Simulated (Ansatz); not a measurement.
# C2H5FSSi2: the cost of one run

All numbers below are computed with Ansatz 0.2.0 (RKS r2SCANh/6-31G*).

### Step 1. The system as given

Bond lengths: F1–C2 1.360 Å, C2–C3 1.310 Å, C2–Si4 1.823 Å, C3–Si4 1.741 Å, Si4–Si5 2.176 Å, Si4–S6 2.159 Å, C3–H7 1.127 Å, Si5–H8 1.509 Å, Si5–H9 1.519 Å, Si5–H10 1.517 Å, S6–H11 1.358 Å. Angles (14 of 19 angles, heavy atoms first): F1–C2–C3 118.4°, F1–C2–Si4 132.6°, C3–C2–Si4 65.1°, C2–C3–Si4 71.8°, C2–Si4–C3 43.1°, C2–Si4–Si5 114.7°, C2–Si4–S6 107.3°, C3–Si4–Si5 126.8°, C3–Si4–S6 111.8°, Si5–Si4–S6 121.4°, C2–C3–H7 125.6°, Si4–C3–H7 135.2°, Si4–Si5–H8 112.5°, Si4–Si5–H9 112.2°.

As a file:

```xyz
11

F    -0.6117   -1.4020    2.0287
C    -0.7981   -1.2782    0.6873
C     0.1165   -1.7631   -0.1162
Si   -0.1546   -0.0974   -0.5434
Si    0.8391    1.6439    0.3015
S    -1.6525    0.1011   -2.0860
H     1.0102   -2.3730    0.2001
H     1.4289    2.5436   -0.7573
H     1.9981    1.2607    1.2052
H    -0.0490    2.5015    1.1827
H    -2.0617   -1.1941   -2.0819
```

### Step 2. Relaxing end A

File input.yaml:

```yaml
crystal:
  periodic: [false, false, false]
  atoms:
    - { symbol: F, position_ang: [-0.6117, -1.402, 2.0287] }
    - { symbol: C, position_ang: [-0.7981, -1.2782, 0.6873] }
    - { symbol: C, position_ang: [0.1165, -1.7631, -0.1162] }
    - { symbol: Si, position_ang: [-0.1546, -0.0974, -0.5434] }
    - { symbol: Si, position_ang: [0.8391, 1.6439, 0.3015] }
    - { symbol: S, position_ang: [-1.6525, 0.1011, -2.086] }
    - { symbol: H, position_ang: [1.0102, -2.373, 0.2001] }
    - { symbol: H, position_ang: [1.4289, 2.5436, -0.7573] }
    - { symbol: H, position_ang: [1.9981, 1.2607, 1.2052] }
    - { symbol: H, position_ang: [-0.049, 2.5015, 1.1827] }
    - { symbol: H, position_ang: [-2.0617, -1.1941, -2.0819] }
basis:
  gaussian: { orbitals: "6-31G*" }
hamiltonian:
  xc: r2scanh
relax:
  f_tol: 0.015
  max_steps: 40
output:
  orbitals: {}
```

The run is started by

```bash
> ansatz run input.yaml --threads 2 --pin off --max-ram 3072MiB --backend cpu --events-out ev --progress --plain --runs-dir out
```

**Question.** How long does this run take on 2 threads of Intel Xeon Platinum 8259CL at 2.50GHz (Skylake/Cascade Lake), shared host, and how much memory does it need?

About 2.2 min, with a peak of 0.32 GiB.
